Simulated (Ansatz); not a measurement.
**La2CdNiO5 (element-swapped structure): how the settings move a single-point run**

Question: which choices in the input matter for La2CdNiO5 (element-swapped structure)?

Program: Ansatz 0.2.0. Level of theory: reference: DFT PBE, plane waves, PAW, scalar-relativistic, no spin polarisation. These are calculated values, not measurements.

1 further run of the same task is left out (it didn't finish).

## 1. The starting structure

It takes space group Immm (No. 71, orthorhombic). Conventional cell: a = 3.757 Å, b = 5.820 Å, c = 11.429 Å, α = 90.00°, β = 90.00°, γ = 90.00°. Around Cd (site symmetry mmm) lie 10 O at 2.91 Å. La (site symmetry mm2) has 7 O at 2.30 to 2.45 Å as nearest neighbours. Ni (site symmetry mmm) is surrounded by 6 O at 1.88 to 2.17 Å. O (site symmetry m) has 1 Ni at 2.17 Å and 3 La at 2.30 to 2.45 Å and 2 Cd at 2.91 Å as nearest neighbours. O (site symmetry mmm) has 2 Ni at 1.88 Å and 2 La at 2.31 Å as nearest neighbours.

Coordinates:

```cif
data_structure
_symmetry_space_group_name_H-M 'Immm'
_symmetry_Int_Tables_number 71
_cell_length_a 3.7568
_cell_length_b 5.8202
_cell_length_c 11.4295
_cell_angle_alpha 90.000
_cell_angle_beta 90.000
_cell_angle_gamma 90.000
_cell_volume 249.91
loop_
_atom_site_label
_atom_site_type_symbol
_atom_site_symmetry_multiplicity
_atom_site_Wyckoff_symbol
_atom_site_fract_x
_atom_site_fract_y
_atom_site_fract_z
_atom_site_occupancy
Cd1 Cd 2 a 0.00000 0.00000 0.00000 1
La1 La 4 j 0.00000 0.50000 0.20230 1
Ni1 Ni 2 c 0.50000 0.50000 0.00000 1
O1 O 8 l 0.00000 0.75600 0.35600 1
O2 O 2 d 0.00000 0.50000 0.00000 1
```

## 2. The reference run

Contents of input.yaml:

```yaml
crystal:
  lattice:
    - [0.0, 5.820215, 0.0]
    - [3.756845, 0.0, 0.0]
    - [1.878422, 2.910107, -5.714741]
  atoms:
    - { symbol: Cd, position: [0.0, 0.0, 0.0] }
    - { symbol: La, position: [0.7023, 0.2023, 0.5954] }
    - { symbol: La, position: [0.2977, 0.7977, 0.4046] }
    - { symbol: Ni, position: [0.5, 0.5, 0.0] }
    - { symbol: O, position: [0.112, 0.356, 0.288] }
    - { symbol: O, position: [0.6, 0.356, 0.288] }
    - { symbol: O, position: [0.888, 0.644, 0.712] }
    - { symbol: O, position: [0.4, 0.644, 0.712] }
    - { symbol: O, position: [0.5, 0.0, 0.0] }
  symmetry: { tolerance: 0.0003 }
kpoints:
  mp_grid: { grid: [5, 5, 5], shift: [0, 0, 0] }
magnetization:
  spin_polarized: false
scf:
  occupations: { method: fermi_dirac, width: 0.064 }
hamiltonian:
  pseudopotentials: { kind: paw }
  xc: pbe
basis:
  ecutwfc: 420
output:
  forces: true
  stress: true
  eigenvalues: true
```

On the command line:

```console
ansatz run input.yaml --threads 1 --pin off --max-ram 2560MiB --backend cpu --events-out ev --progress --plain --runs-dir out
```

## 3. Changed: scf.algorithm direct_min

Changes to input.yaml since step 2:

```diff
@@ -22,2 +22,3 @@
   occupations: { method: fermi_dirac, width: 0.064 }
+  algorithm: direct_min
 hamiltonian:
```

## 4. Changing settings: mp_grid.grid [2, 2, 2], spin_polarized true

Changes to input.yaml since step 2:

```diff
@@ -17,5 +17,5 @@
 kpoints:
-  mp_grid: { grid: [5, 5, 5], shift: [0, 0, 0] }
+  mp_grid: { grid: [2, 2, 2], shift: [0, 0, 0] }
 magnetization:
-  spin_polarized: false
+  spin_polarized: true
 scf:
@@ -31 +31,5 @@
   eigenvalues: true
+  write_density: true
+  write_potential: true
+  elf: true
+  volumetric_format: npy
```

## 5. Changing settings: hubbard.sites [{species: La, l: f, u_eff: 4.0}], hubbard.double_counting fll

Changes to input.yaml since step 2:

```diff
@@ -25,2 +25,3 @@
   xc: pbe
+  hubbard: { sites: [{ species: La, l: f, u_eff: 4.0 }], double_counting: fll }
 basis:
```

What does the calculation give? Wanted: for each run, ending; energy change; pressure; gap; abs. moment; force.

**Answer**, as computed:

```csv
run,ending,energy change,pressure (GPa),gap (eV),abs. moment (μB),force (eV/Å),cycles,time
reference,converged,0,11.2,0.00,0.00,1.17,10,14 s
1: scf.algorithm direct_min,converged,0.0 meV/atom,11.2,0.00,0.00,1.17,8,72 s
"2: mp_grid.grid [2, 2, 2], spin_polarized true",converged,-54.6 meV/atom,11.2,-,1.40,1.34,23,11 s
"3: hubbard.sites [{species: La, l: f, u_eff: 4.0}], hubbard.double_counting fll",converged,+119.2 meV/atom (U changed: no physical gain or loss),13.0,0.00,0.00,1.31,16,27 s
```

Times don't compare one to one where runs were asked for different outputs or read a saved state (see the inputs); cycles may leave out searches for a lower state.

Residual by cycle in the longest SCF loop of each run; runs are numbered as in the table. The quantity is the density residual dr2, in eV.

```csv
cycle,reference,run 1,run 2,run 3
1,0.259,0.266,23.8,19.2
3,0.0728,0.00281,4.09,8.81
5,0.00257,1.0e-4,7.85,0.676
7,7.2e-5,5.6e-8,12.7,0.0225
9,1.3e-7,-,0.265,0.00722
11,-,-,0.182,0.00168
13,-,-,0.209,8.8e-6
15,-,-,6.1e-4,2.6e-6
17,-,-,3.6e-4,-
19,-,-,9.2e-6,-
21,-,-,2.6e-6,-
23,-,-,2.0e-9,-
```

What this shows: Of the converged runs whose energies compare with the reference's, «mp_grid.grid [2, 2, 2], spin_polarized true» moves the energy most (-54.6 meV/atom). A changed U is a change of model: its shifts are not errors of convergence.

Caveats on the reference run: it has no spin polarisation, so a magnetic state may lie lower; its mesh is coarse for a cell with so small a gap or none; the structure is made up and not relaxed.
